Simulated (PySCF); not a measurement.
**PdO: from the state search to spectroscopic constants**

An exercise on one series of results from a longer session: the logs are not shown, and one member is left open.

The runs use PySCF 2.14.0; Pd def2-TZVPP with ECP28, O def2-TZVPP, scalar-relativistic core potentials.

Set-up of the first run:

The job is set up so:

| Quantity | Value |
| --- | --- |
| atoms | Pd, O |
| charge | 0 |
| basis | Pd def2-TZVPP with ECP28, O def2-TZVPP |
| Hamiltonian | scalar-relativistic core potentials |
| basis functions | 87 |
| electrons treated | 26 |
| masses in u | 105.9035, 15.9949 |
| levels | PBE0, PBE, r²SCAN, M06-2X, B2PLYP, BP86, BLYP, CAM-B3LYP, HF, MP2, SCS-MP2 |
| grid | 80 radial by 434 angular points |
| occupations | held fixed by the projection of orbital angular momentum |
| dissociation limit | Pd + O, each in its ground configuration |
| starting distance in angstrom | 1.785 |
| values of 2S to try | 0, 2, 4 |

On the command line:

```console
OMP_NUM_THREADS=1 python dia.py task.json out
```

Among the steps run: The job; First curve: PBE0; Excited determinants; PBE (GGA); r²SCAN (meta-GGA); M06-2X; B2PLYP; BP86 (GGA); BLYP; CAM-B3LYP (range-separated hybrid); UHF.

One table of the session follows, with a row left open; its other results are not shown here.

It belongs to the step «The curves together». Energy (eV) from each level's lowest point:

| R (Å) | UHF | UHF-MP2 | UHF-SCS-MP2 | PBE | BLYP |
| --- | --- | --- | --- | --- | --- |
| 1.575 | 2.327 | 0.661 | 0.938 | 0.962 | 1.112 |
| 1.648 | 1.422 | 0.302 | 0.479 | 0.374 | 0.472 |
| 1.721 | 0.789 | 0.098 | 0.196 | 0.083 | 0.137 |
| 1.776 | 0.459 | 0.022 | 0.072 | 0.000 | 0.026 |
| 1.831 | 0.231 | 0.000 | 0.010 | 0.000 | 0.000 |
| 1.886 | ? | ? | ? | ? | ? |
| 1.959 | 0.000 | 0.112 | 0.052 | 0.196 | 0.148 |
| 2.051 | 0.013 | 0.290 | 0.195 | 0.425 | 0.352 |
| 2.161 | 0.147 | 0.567 | 0.441 | 0.733 | 0.636 |
| 2.307 | 0.437 | 0.984 | 0.832 | 1.140 | 1.021 |

Q: Estimate the row for R (Å) = 1.886 from the others.

Worked estimate for «UHF». A straight line through the neighbours (1.831, 0.231) and (1.959, 0.000) gives 0.231 + (0.000 − 0.231) × (1.886 − 1.831) / (1.959 − 1.831) = 0.132; a parabola fitted to 4 rows on both sides gives 0.094.

The run gave: UHF: 0.088; UHF-MP2: 0.023; UHF-SCS-MP2: 0.000; PBE: 0.058; BLYP: 0.036. In «UHF» the line misses by +0.044 and the parabola by +0.006.

To keep in mind: The state is the lowest single determinant that the PBE0 search found; with open d or f shells the true ground state can be another one. At some levels the lowest empty orbital lies below the highest filled one (the two can be of opposite spin).
